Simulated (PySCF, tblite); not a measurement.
# C3H9B2FN2: geometry, infrared bands and NMR shifts

What infrared bands and NMR shifts should C3H9B2FN2 (`BN(B(N)F)C1CC1`) show?

Computed with tblite 0.8.0 and PySCF 2.14.0, with density-fitted response routines of our own, on a single molecule in the gas phase. Atoms count from 0, in the outputs and in this text.

## Step 1: Starting geometry

17 atoms, charge 0, multiplicity 1; geometry from: force field or distance geometry start.

Bonds of the start (Å): B0–N1 1.49, N1–B2 1.49, B2–N3 1.52, B2–F4 1.46, N1–C5 1.41, C5–C6 1.53, C6–C7 1.52, C7–C5 1.49, B0–H8 1.19, B0–H9 1.20, N3–H10 1.04, N3–H11 1.04, C5–H12 1.11, C6–H13 1.09, C6–H14 1.12, C7–H15 1.13, C7–H16 1.10.

## Step 2: Relaxing the molecule with GFN2-xTB

What the job is given:

```
{"job": {"kind": "relax", "xc": "GFN2-xTB", "basis": "xTB"}, "charge": 0, "multiplicity": 1}
B      0.444700     0.488900     1.369700
N      0.404900     0.183400    -0.087100
B      1.692600    -0.257700    -0.703300
N      2.953900     0.015000     0.090600
F      1.672500    -1.429300    -1.577300
C     -0.802100    -0.300900    -0.634300
C     -1.952600     0.693300    -0.473400
C     -1.988800    -0.682600     0.178100
H      0.213500    -0.317000     2.209900
H      0.285100     1.633800     1.700900
H      3.695500    -0.603400    -0.300500
H      3.181600     1.027000     0.043300
H     -0.742500    -0.754100    -1.642700
H     -2.498200     0.847900    -1.408600
H     -1.824500     1.523300     0.268800
H     -2.762100    -1.343800    -0.320500
H     -1.980300    -0.711700     1.276700
```

Run with:

```console
OMP_NUM_THREADS=1 python probes_run.py task.json out
```

One launch serves the whole session: the jobs run in the order shown.

**Question.** This job is followed by: GFN2-xTB harmonic vibrations, gas phase; GIAO PBE0/pcSseg-1 NMR shielding, non-relativistic, gas phase. What will the session give for the following? strongest single infrared mode (GFN2-xTB); zero-point energy (GFN2-xTB); ¹³C shifts against TMS (PBE0/pcSseg-1, means over atoms taken as alike); ¹H shifts against TMS (PBE0/pcSseg-1, means over atoms taken as alike); ¹¹B shifts against BF3·OEt2 (PBE0/pcSseg-1); ¹⁵N shifts against NH3 (PBE0/pcSseg-1); ¹⁹F shifts against CFCl3 (PBE0/pcSseg-1).

**Answer**, as computed:

| quantity | value |
| --- | --- |
| strongest single infrared mode (GFN2-xTB) | 1512 cm⁻¹, 308 km/mol |
| zero-point energy (GFN2-xTB) | 82.9 kcal/mol |
| ¹³C shifts against TMS (PBE0/pcSseg-1, means over atoms taken as alike) | 28.8, 12.5 ppm |
| ¹H shifts against TMS (PBE0/pcSseg-1, means over atoms taken as alike) | 4.87, 3.27, 2.95, 0.72, 0.57 ppm |
| ¹¹B shifts against BF3·OEt2 (PBE0/pcSseg-1) | 38.9, 23.0 ppm |
| ¹⁵N shifts against NH3 (PBE0/pcSseg-1) | 167.7, 60.0 ppm |
| ¹⁹F shifts against CFCl3 (PBE0/pcSseg-1) | -143.1 ppm |

Over 92 steps the energy fell by 2.248 eV; of the close pairs, B2–N3 changed most, 1.515 to 1.389 Å. No mode is imaginary among the 45: a minimum at this level. The strongest single mode, at 1512 cm⁻¹, is spread over several atoms, H10, H11, N3, B2 among them. Unscaled tight-binding wavenumbers are off by several per cent, some by more. Its intensities can rank the bands wrongly. At PBE0/pcSseg-1: Shielding is most anisotropic at N1 (span 256 ppm, paramagnetic term -224 ppm).
